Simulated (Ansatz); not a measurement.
**Br− with SiNH₅: structure and interaction energy**

Aim: relax the pair, then compute its interaction energy with counterpoise at many levels, up to CCSD(T).

Method: PBE0-D4 structure, single points in def2-TZVPPD; program: Ansatz 0.2.0, Gaussian basis.

Levels: PBE-D4, revPBE-D4, BLYP-D4, r2SCAN-D4, B97M-V, PBE0-D4, B3LYP-D4, HSE06-D4, wB97X-V, wB97M-V, B2PLYP, Hartree-Fock, MP2, CCSD, CCSD(T). The reference is CCSD(T) extrapolated to the basis limit. For elements past Ar these valence bases correlate outer-core shells poorly and lack relativity, so that limit is rough.

Correlated methods freeze the cores. Filled d shells of the heavier atoms are correlated. B3LYP uses VWN-RPA correlation. B2PLYP carries no dispersion term here.

163 further runs of the same task are left out: 163 set aside as unsound or not needed. Runs told in other sessions of the task aren't counted.

**1. The system as given**

The pair, from a GFN2-xTB docking trial: 8 atoms, charge -1, spin multiplicity 1.

Atoms are counted from 1 here; the program's logs count them from 0.

Bond lengths: Si2–N3 1.701 Å, Si2–H4 1.464 Å, Si2–H5 1.478 Å, Si2–H6 1.479 Å, N3–H7 1.010 Å, N3–H8 1.030 Å. Angles: N3–Si2–H4 107.8°, N3–Si2–H5 106.2°, N3–Si2–H6 119.8°, H4–Si2–H5 109.6°, H4–Si2–H6 107.8°, H5–Si2–H6 105.4°, Si2–N3–H7 117.9°, Si2–N3–H8 118.5°, H7–N3–H8 107.5°.

Coordinates:

```
Br   -1.00360   -1.41570   -3.00410
Si    0.37970    0.00610    0.99500
N    -0.05020    0.59410   -0.54230
H     1.64560   -0.71720    0.85840
H     0.57780    1.19440    1.85160
H    -0.55770   -0.86180    1.73950
H    -0.78600    1.28350   -0.59570
H    -0.20560   -0.08350   -1.30250
```

Atoms 1 to 1 are fragment A (Br−), the rest fragment B (SiNH₅).

**2. A first relaxation in a small basis**

Input file pre/in.yaml:

```yaml
crystal:
  periodic: [false, false, false]
  atoms:
    - {symbol: Br, position_ang: [-1.003600, -1.415700, -3.004100]}
    - {symbol: Si, position_ang: [0.379700, 0.006100, 0.995000]}
    - {symbol: N, position_ang: [-0.050200, 0.594100, -0.542300]}
    - {symbol: H, position_ang: [1.645600, -0.717200, 0.858400]}
    - {symbol: H, position_ang: [0.577800, 1.194400, 1.851600]}
    - {symbol: H, position_ang: [-0.557700, -0.861800, 1.739500]}
    - {symbol: H, position_ang: [-0.786000, 1.283500, -0.595700]}
    - {symbol: H, position_ang: [-0.205600, -0.083500, -1.302500]}
basis:
  gaussian: {orbitals: def2-SVPD}
total_charge: -1
hamiltonian: {xc: pbe, dispersion: d4}
relax: {f_tol: 0.03, max_steps: 250}
```

On the command line:

```console
> ansatz run in.yaml --threads 4 --pin off --events-out ev --progress --plain --max-ram 9574MiB
```

What it wrote (excerpt; [...] marks lines left out):

```text
Functional definition: PBE
  name "PBE"
  cite "Perdew, Burke & Ernzerhof, Phys. Rev. Lett. 77, 3865 (1996) doi:10.1103/PhysRevLett.77.3865"
  parent pbe
[...]
1162 factors; their error is unknown
[...]
mean field -79469.89079175 eV, -2920.4646199703 hartree, gradient 6.2e-5 eV, S^2 0.000000; 0 other end points of the search recorded, 0 dependent functions left out
[...]
reference -79469.89083760 eV, -2920.4646216549 hartree; 31, 31 occupied and 94, 94 virtual orbitals, 1162 factors
relax step   1: F+E_penalty+E_count = -79470.02907678 eV  Δ(F+E_penalty+E_count) = +0.000e0 eV  max|allowed force component| = 6.646e-1 eV/Å  Δτ_max = 0.0000 Å  (25 SCF iters, accepted)
[...]
Atom 0 at    -0.915819    -1.571674    -2.930918 Å, force     0.000270    -0.000037     0.000145 eV/Å
Atom 1 at     0.381701     0.014854     0.966433 Å, force    -0.005965     0.004211    -0.001011 eV/Å
Atom 2 at    -0.074437     0.684740    -0.569246 Å, force    -0.000497     0.003033    -0.004194 eV/Å
Atom 3 at     1.653368    -0.777455     0.819862 Å, force    -0.002349     0.000131     0.003065 eV/Å
Atom 4 at     0.648898     1.154332     1.928279 Å, force     0.003073    -0.002720     0.000615 eV/Å
Atom 5 at    -0.603409    -0.888219     1.689342 Å, force     0.004330    -0.001995    -0.000214 eV/Å
Atom 6 at    -0.819966     1.384446    -0.562734 Å, force     0.002447    -0.004155    -0.000846 eV/Å
Atom 7 at    -0.270336    -0.001124    -1.341119 Å, force    -0.001310     0.001532     0.002441 eV/Å
Dipole moment:     0.092337     0.489634     0.776191 e Å
```

It took 12 s on 4 threads of Intel Xeon Platinum 8259CL at 2.50GHz, shared host.

The steps of the relaxation: (the energy doesn't fall at every step)

```
step  energy from step 1 (eV)  largest force component (eV/Å)
   1                   0.0000                          0.6646
   2                  -0.0751                          0.2474
   3                  -0.0828                          0.1147
   4                  -0.0826                          0.0860
   5                  -0.0835                          0.0222
   6                  -0.0841                          0.0435
   7                  -0.0847                          0.0446
   8                  -0.0767                          0.4375
   9                  -0.0850                          0.0130
  10                  -0.0851                          0.0060
```

Close pairs (by a distance rule), those that changed most:

```
  bond  before (Å)  after (Å)  change (Å)
Si2–H4       1.464      1.505      +0.041
Si2–H6       1.479      1.519      +0.041
Si2–H5       1.478      1.515      +0.037
Si2–N3       1.701      1.736      +0.035
 N3–H8       1.030      1.051      +0.021
 N3–H7       1.010      1.022      +0.013
```

**3. Relaxation at PBE0-D4**

Input file relax/in.yaml:

```yaml
crystal:
  periodic: [false, false, false]
  atoms:
    - {symbol: Br, position_ang: [-0.915819, -1.571674, -2.930918]}
    - {symbol: Si, position_ang: [0.381701, 0.014854, 0.966433]}
    - {symbol: N, position_ang: [-0.074437, 0.684740, -0.569246]}
    - {symbol: H, position_ang: [1.653368, -0.777455, 0.819862]}
    - {symbol: H, position_ang: [0.648898, 1.154332, 1.928279]}
    - {symbol: H, position_ang: [-0.603409, -0.888219, 1.689342]}
    - {symbol: H, position_ang: [-0.819966, 1.384446, -0.562734]}
    - {symbol: H, position_ang: [-0.270336, -0.001124, -1.341119]}
basis:
  gaussian: {orbitals: def2-TZVPD}
total_charge: -1
hamiltonian: {xc: pbe0, dispersion: d4}
relax: {f_tol: 0.005, max_steps: 200}
```

On the command line:

```console
> ansatz run in.yaml --threads 4 --pin off --events-out ev --progress --plain --max-ram 9574MiB
```

What it wrote (excerpt; [...] marks lines left out):

```text
Functional definition: PBE0
  name "PBE0"
  cite "Adamo & Barone, J. Chem. Phys. 110, 6158 (1999) doi:10.1063/1.478522"
[... 2 set-up lines as earlier in the session ...]
[...]
1202 factors; their error is unknown
[...]
mean field -79486.20857009 eV, -2921.0642872634 hartree, gradient 3.2e-5 eV, S^2 0.000000; 0 other end points of the search recorded, 0 dependent functions left out
[...]
Atom 4 at     0.636551     1.134821     1.911834 Å, force     0.001423     0.001992    -0.000264 eV/Å
Atom 5 at    -0.597282    -0.882724     1.653431 Å, force     0.001451    -0.001733    -0.001107 eV/Å
Atom 6 at    -0.795933     1.392839    -0.543673 Å, force     0.000798    -0.000454     0.001093 eV/Å
Atom 7 at    -0.270017     0.020854    -1.318740 Å, force     0.001370     0.001580     0.000861 eV/Å
Dipole moment:     0.098756     0.529088     0.802764 e Å
```

It took 23 s on 4 threads of Intel Xeon Platinum 8259CL at 2.50GHz, shared host.

Step by step:

```
step  energy from step 1 (eV)  largest force component (eV/Å)
   1                   0.0000                          0.4678
   2                  -0.0257                          0.3039
   3                  -0.0304                          0.0450
   4                  -0.0307                          0.0245
   5                  -0.0310                          0.0330
   6                  -0.0310                          0.0089
   7                  -0.0310                          0.0032
```

Distances of close pairs at the start and the end, largest changes first:

```
  bond  before (Å)  after (Å)  change (Å)
Si2–N3       1.736      1.705      -0.032
Si2–H6       1.519      1.500      -0.019
 N3–H8       1.051      1.033      -0.018
Si2–H4       1.505      1.489      -0.016
Si2–H5       1.515      1.499      -0.016
 N3–H7       1.022      1.009      -0.013
```

The shortest distance between the fragments is Br1–H8, 2.36 Å.

Counterpoise needs three runs a level at this geometry: the pair (ab), and each fragment in the basis of the whole pair, with ghost atoms in place of the other (a, b).

**4. wB97X-V/def2-TZVPPD**

Input file ab/in.yaml:

```yaml
crystal:
  periodic: [false, false, false]
  atoms:
    - {symbol: Br, position_ang: [-0.910410, -1.599216, -2.909541]}
    - {symbol: Si, position_ang: [0.377561, 0.015232, 0.949998]}
    - {symbol: N, position_ang: [-0.077425, 0.684256, -0.550309]}
    - {symbol: H, position_ang: [1.636955, -0.766163, 0.806899]}
    - {symbol: H, position_ang: [0.636551, 1.134821, 1.911834]}
    - {symbol: H, position_ang: [-0.597282, -0.882724, 1.653431]}
    - {symbol: H, position_ang: [-0.795933, 1.392839, -0.543673]}
    - {symbol: H, position_ang: [-0.270017, 0.020854, -1.318740]}
basis:
  gaussian: {orbitals: "def2-TZVPPD.json"}
total_charge: -1
hamiltonian: {xc: {name: wB97X-V}}
```

Input file a/in.yaml:

```yaml
crystal:
  periodic: [false, false, false]
  atoms:
    - {symbol: Br, position_ang: [-0.910410, -1.599216, -2.909541]}
basis:
  gaussian:
    orbitals: "def2-TZVPPD.json"
    ghost_atoms:
      - {symbol: Si, position_ang: [0.377561, 0.015232, 0.949998]}
      - {symbol: N, position_ang: [-0.077425, 0.684256, -0.550309]}
      - {symbol: H, position_ang: [1.636955, -0.766163, 0.806899]}
      - {symbol: H, position_ang: [0.636551, 1.134821, 1.911834]}
      - {symbol: H, position_ang: [-0.597282, -0.882724, 1.653431]}
      - {symbol: H, position_ang: [-0.795933, 1.392839, -0.543673]}
      - {symbol: H, position_ang: [-0.270017, 0.020854, -1.318740]}
total_charge: -1
hamiltonian: {xc: {name: wB97X-V}}
```

Input file b/in.yaml:

```yaml
crystal:
  periodic: [false, false, false]
  atoms:
    - {symbol: Si, position_ang: [0.377561, 0.015232, 0.949998]}
    - {symbol: N, position_ang: [-0.077425, 0.684256, -0.550309]}
    - {symbol: H, position_ang: [1.636955, -0.766163, 0.806899]}
    - {symbol: H, position_ang: [0.636551, 1.134821, 1.911834]}
    - {symbol: H, position_ang: [-0.597282, -0.882724, 1.653431]}
    - {symbol: H, position_ang: [-0.795933, 1.392839, -0.543673]}
    - {symbol: H, position_ang: [-0.270017, 0.020854, -1.318740]}
basis:
  gaussian:
    orbitals: "def2-TZVPPD.json"
    ghost_atoms:
      - {symbol: Br, position_ang: [-0.910410, -1.599216, -2.909541]}
hamiltonian: {xc: {name: wB97X-V}}
```

The basis file named in the input lies beside it (Basis Set Exchange, JSON).

One command serves all of them, each in its own folder.

On the command line:

```console
> ansatz run in.yaml --threads 4 --pin off --events-out ev --progress --plain --max-ram 9574MiB
```

Log of ab (excerpt; [...] marks lines left out):

```text
Functional definition: wB97X-V
  name "wB97X-V"
  cite "Mardirossian & Head-Gordon, Phys. Chem. Chem. Phys. 16, 9904 (2014) doi:10.1039/C3CP54374A"
  cite "Becke, J. Chem. Phys. 107, 8554 (1997) doi:10.1063/1.475007"
  cite "Vydrov & Van Voorhis, J. Chem. Phys. 133, 244103 (2010) doi:10.1063/1.3521275"
[...]
      + integral(e_c_pw_opposite_spin*poly(b97_u_opposite, cos0, cos1)) + vv10(b, c)
1245 factors; their error is unknown
314 factors; integrals over basis functions are off by at most 4.0e-5 eV
[...]
mean field -79491.47694678 eV, -2921.2578965359 hartree, gradient 1.8e-5 eV, S^2 0.000000; 0 other end points of the search recorded, 0 dependent functions left out
reference -79491.47694388 eV, -2921.2578964291 hartree; 31, 31 occupied and 196, 196 virtual orbitals, 1245 factors
Total energy: -79491.47694388 eV, -2921.2578964291 hartree
```

Output in a (excerpt; [...] marks lines left out):

```text
[... 5 set-up lines as earlier in the session ...]
[...]
      + integral(e_c_pw_opposite_spin*poly(b97_u_opposite, cos0, cos1)) + vv10(b, c)
1195 factors; their error is unknown
302 factors; integrals over basis functions are off by at most 3.6e-5 eV
[...]
mean field -70042.15500408 eV, -2574.0017201222 hartree, gradient 1.7e-5 eV, S^2 0.000000; 0 other end points of the search recorded, 0 dependent functions left out
reference -70042.15500127 eV, -2574.0017200189 hartree; 18, 18 occupied and 209, 209 virtual orbitals, 1195 factors
Total energy: -70042.15500127 eV, -2574.0017200189 hartree
```

Output in b (excerpt; [...] marks lines left out):

```text
[... 5 set-up lines as earlier in the session ...]
[...]
      + integral(e_c_pw_opposite_spin*poly(b97_u_opposite, cos0, cos1)) + vv10(b, c)
1203 factors; their error is unknown
300 factors; integrals over basis functions are off by at most 4.1e-5 eV
[...]
mean field -9448.79011065 eV, -347.2366319465 hartree, gradient 2.6e-5 eV, S^2 0.000000; 0 other end points of the search recorded, 0 dependent functions left out
reference -9448.79010845 eV, -347.2366318657 hartree; 13, 13 occupied and 214, 214 virtual orbitals, 1203 factors
Total energy: -9448.79010845 eV, -347.2366318657 hartree
```

They took 6.5 s (ab), 4.7 s (a), 4.7 s (b) on 4 threads of Intel Xeon Platinum 8259CL at 2.50GHz, shared host; peak memory 0.61 GiB.

E(ab) − E(a) − E(b) = -12.26 kcal/mol.

**5. wB97M-V/def2-TZVPPD**

Each input of step 4 (ab, a, b) changes in the same lines:

```diff
-hamiltonian: {xc: {name: wB97X-V}}
+hamiltonian: {xc: {name: wB97M-V}}
```

One command serves all of them, each in its own folder.

On the command line:

```console
> ansatz run in.yaml --threads 4 --pin off --events-out ev --progress --plain --max-ram 9574MiB
```

Log of ab (excerpt; [...] marks lines left out):

```text
Functional definition: wB97M-V
  name "wB97M-V"
  cite "Mardirossian & Head-Gordon, J. Chem. Phys. 144, 214110 (2016) doi:10.1063/1.4952647"
[... 2 set-up lines as earlier in the session ...]
  # Of w^i u^j: cxij and so on, Table III.
[...]
  gx(w, u) = 1 - cx + cx01*u + cx10*w
[...]
      + integral(e_c_pw_mod_opposite_spin*gos(b97_w_opposite, b97_u_opposite)) + vv10(b, c)
1233 factors; their error is unknown
314 factors; integrals over basis functions are off by at most 4.0e-5 eV
[...]
mean field -79494.20708092 eV, -2921.3582271149 hartree, gradient 4.1e-5 eV, S^2 0.000000; 0 other end points of the search recorded, 0 dependent functions left out
reference -79494.20715238 eV, -2921.3582297411 hartree; 31, 31 occupied and 196, 196 virtual orbitals, 1233 factors
Total energy: -79494.20715238 eV, -2921.3582297411 hartree
```

Log of a (excerpt; [...] marks lines left out):

```text
[... 5 set-up lines as earlier in the session ...]
  # Of w^i u^j: cxij and so on, Table III.
[...]
  gx(w, u) = 1 - cx + cx01*u + cx10*w
[...]
      + integral(e_c_pw_mod_opposite_spin*gos(b97_w_opposite, b97_u_opposite)) + vv10(b, c)
1188 factors; their error is unknown
302 factors; integrals over basis functions are off by at most 3.6e-5 eV
[...]
mean field -70044.68748253 eV, -2574.0947869884 hartree, gradient 5.1e-5 eV, S^2 0.000000; 0 other end points of the search recorded, 0 dependent functions left out
reference -70044.68755317 eV, -2574.0947895847 hartree; 18, 18 occupied and 209, 209 virtual orbitals, 1188 factors
Total energy: -70044.68755317 eV, -2574.0947895847 hartree
```

Log of b (excerpt; [...] marks lines left out):

```text
[... 5 set-up lines as earlier in the session ...]
  # Of w^i u^j: cxij and so on, Table III.
[...]
  gx(w, u) = 1 - cx + cx01*u + cx10*w
[...]
      + integral(e_c_pw_mod_opposite_spin*gos(b97_w_opposite, b97_u_opposite)) + vv10(b, c)
1198 factors; their error is unknown
300 factors; integrals over basis functions are off by at most 4.1e-5 eV
[...]
mean field -9448.98110396 eV, -347.2436508212 hartree, gradient 7.7e-5 eV, S^2 0.000000; 0 other end points of the search recorded, 0 dependent functions left out
reference -9448.98116065 eV, -347.2436529045 hartree; 13, 13 occupied and 214, 214 virtual orbitals, 1198 factors
Total energy: -9448.98116065 eV, -347.2436529045 hartree
```

They took 8 s (ab), 5.5 s (a), 4.8 s (b) on 4 threads of Intel Xeon Platinum 8259CL at 2.50GHz, shared host; peak memory 0.62 GiB.

Interaction energy, ab − a − b: -12.42 kcal/mol.

**6. B2PLYP/def2-TZVPPD**

Each input of step 5 (ab, a, b) changes in the same lines:

```diff
-hamiltonian: {xc: {name: wB97M-V}}
+hamiltonian: {xc: {name: B2PLYP}}
```

One command serves all of them, each in its own folder.

On the command line:

```console
> ansatz run in.yaml --threads 4 --pin off --events-out ev --progress --plain --max-ram 9574MiB
```

Log of ab (excerpt; [...] marks lines left out):

```text
Functional definition: B2PLYP
  name "B2PLYP"
  cite "Grimme, J. Chem. Phys. 124, 034108 (2006) doi:10.1063/1.2148954"
  cite "Becke, Phys. Rev. A 38, 3098 (1988) doi:10.1103/PhysRevA.38.3098"
  cite "Lee, Yang & Parr, Phys. Rev. B 37, 785 (1988) doi:10.1103/PhysRevB.37.785"
[...]
1307 factors; integrals over basis functions are off by at most 1.0e-3 eV
[...]
mean field -79478.99071568 eV, -2920.7990360064 hartree, gradient 2.5e-6 eV, S^2 0.000000; 0 other end points of the search recorded, 0 dependent functions left out
15 core orbitals not correlated: weight in the atoms' cores, before any rotation towards them, 1.000 or more for the frozen orbitals, at most 0.000 for the correlated occupied ones
reference -79478.99090115 eV, -2920.7990428224 hartree; 16, 16 occupied and 196, 196 virtual orbitals, 1307 factors
second order -21.12388369 eV of doubles, -0.00000000 eV of singles
Total energy: -79484.69434975 eV, -2921.0086406923 hartree
```

a printed (excerpt; [...] marks lines left out):

```text
[... 5 set-up lines as earlier in the session ...]
[...]
1308 factors; integrals over basis functions are off by at most 1.0e-3 eV
[...]
mean field -70035.73520742 eV, -2573.7657969464 hartree, gradient 5.3e-6 eV, S^2 0.000000; 0 other end points of the search recorded, 0 dependent functions left out
9 core orbitals not correlated: weight in the atoms' cores, before any rotation towards them, 1.000 or more for the frozen orbitals, at most 0.000 for the correlated occupied ones
reference -70035.73535997 eV, -2573.7658025524 hartree; 9, 9 occupied and 209, 209 virtual orbitals, 1308 factors
second order -9.20105524 eV of doubles, -0.00000000 eV of singles
Total energy: -70038.21964488 eV, -2573.8570983391 hartree
```

b printed (excerpt; [...] marks lines left out):

```text
[... 5 set-up lines as earlier in the session ...]
[...]
1267 factors; integrals over basis functions are off by at most 1.0e-3 eV
[...]
mean field -9442.82313848 eV, -347.0173497639 hartree, gradient 1.4e-6 eV, S^2 0.000000; 0 other end points of the search recorded, 0 dependent functions left out
6 core orbitals not correlated: weight in the atoms' cores, before any rotation towards them, 1.000 or more for the frozen orbitals, at most 0.000 for the correlated occupied ones
reference -9442.82329166 eV, -347.0173553928 hartree; 7, 7 occupied and 214, 214 virtual orbitals, 1267 factors
second order -11.68579025 eV of doubles, -0.00000000 eV of singles
Total energy: -9445.97845502 eV, -347.1333055079 hartree
```

Wall times: 5.5 s (ab), 4.5 s (a), 3.4 s (b) on 4 threads of Intel Xeon Platinum 8259CL at 2.50GHz, shared host; peak memory 0.57 GiB.

Interaction energy, ab − a − b: -11.44 kcal/mol.

**7. B97M-V/def2-TZVPPD**

The same edit goes into each in.yaml of step 6 (ab, a, b):

```diff
-hamiltonian: {xc: {name: B2PLYP}}
+hamiltonian: {xc: {name: B97M-V}}
```

Each run has its own folder and the same command.

On the command line:

```console
> ansatz run in.yaml --threads 4 --pin off --events-out ev --progress --plain --max-ram 9574MiB
```

Output in ab (excerpt; [...] marks lines left out):

```text
Functional definition: B97M-V
  name "B97M-V"
  cite "Mardirossian & Head-Gordon, J. Chem. Phys. 142, 074111 (2015) doi:10.1063/1.4907719"
[... 2 set-up lines as earlier in the session ...]
  # Of w^i u^j: cxij and so on, Table III.
[...]
  gx(w, u) = cx00 + cx01*u + cx02*u^2 + (cx10 + cx11*u)*w
[...]
  gos(w, u) = cos00 + cos01*u + cos03*u^3 + cos10*w + cos32*w^3*u^2
[...]
      + integral(e_c_pw_mod_opposite_spin*gos(b97_w_opposite, b97_u_opposite)) + vv10(b, c)
1199 factors; their error is unknown
[...]
mean field -79484.76246588 eV, -2921.0111439139 hartree, gradient 2.9e-5 eV, S^2 0.000000; 0 other end points of the search recorded, 0 dependent functions left out
reference -79484.76255132 eV, -2921.0111470540 hartree; 31, 31 occupied and 196, 196 virtual orbitals, 1199 factors
Total energy: -79484.76255132 eV, -2921.0111470540 hartree
```

Log of a (excerpt; [...] marks lines left out):

```text
[... 5 set-up lines as earlier in the session ...]
  # Of w^i u^j: cxij and so on, Table III.
[...]
  gx(w, u) = cx00 + cx01*u + cx02*u^2 + (cx10 + cx11*u)*w
[...]
  gos(w, u) = cos00 + cos01*u + cos03*u^3 + cos10*w + cos32*w^3*u^2
[...]
      + integral(e_c_pw_mod_opposite_spin*gos(b97_w_opposite, b97_u_opposite)) + vv10(b, c)
1159 factors; their error is unknown
[...]
mean field -70035.96693285 eV, -2573.7743126989 hartree, gradient 1.8e-5 eV, S^2 0.000000; 0 other end points of the search recorded, 0 dependent functions left out
reference -70035.96702575 eV, -2573.7743161127 hartree; 18, 18 occupied and 209, 209 virtual orbitals, 1159 factors
Total energy: -70035.96702575 eV, -2573.7743161127 hartree
```

Output in b (excerpt; [...] marks lines left out):

```text
[... 5 set-up lines as earlier in the session ...]
  # Of w^i u^j: cxij and so on, Table III.
[...]
  gx(w, u) = cx00 + cx01*u + cx02*u^2 + (cx10 + cx11*u)*w
[...]
  gos(w, u) = cos00 + cos01*u + cos03*u^3 + cos10*w + cos32*w^3*u^2
[...]
      + integral(e_c_pw_mod_opposite_spin*gos(b97_w_opposite, b97_u_opposite)) + vv10(b, c)
1193 factors; their error is unknown
[...]
mean field -9448.23233051 eV, -347.2161339045 hartree, gradient 5.1e-5 eV, S^2 0.000000; 0 other end points of the search recorded, 0 dependent functions left out
reference -9448.23239652 eV, -347.2161363302 hartree; 13, 13 occupied and 214, 214 virtual orbitals, 1193 factors
Total energy: -9448.23239652 eV, -347.2161363302 hartree
```

They took 6 s (ab), 4.3 s (a), 4.3 s (b) on 4 threads of Intel Xeon Platinum 8259CL at 2.50GHz, shared host.

E(ab) − E(a) − E(b) = -12.99 kcal/mol.

(Part 1 of 3 ends here.)
